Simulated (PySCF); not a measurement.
# F4In ([InF4]-): the cost of one run

Programs: PySCF 2.14.0, with routines of our own; each step states its level. All values are computed. Atoms count from 0.

### Step 1. The starting structure

5 atoms, charge -1, multiplicity 1; geometry from: GFN2-xTB.

### Step 2. Optimising the geometry at PBE0-D3(BJ)/def2-SVP

What the job is given:

```
{"job": {"xc": "PBE0", "basis": "def2-SVP", "d3": "d3bj", "grid": 1, "maxiter": 30, "shake": 0.03, "kind": "geom"}, "charge": -1, "multiplicity": 1}
In     0.061360    -0.076640     0.012310
F     -0.005320    -0.032090     1.991110
F      1.819090     0.003590    -0.700820
F     -0.850200     1.640800    -0.657350
F     -0.950080    -1.646150    -0.707370
```

Launch:

```sh
$ OMP_NUM_THREADS=1 python heavy_run.py task.json out
```

This one command runs all jobs of the session in turn.

Q: Estimate the wall time and peak memory of this first job on 1 thread of Intel Xeon Platinum 8488C, shared host.

About 44 s, with a peak of 0.33 GiB.
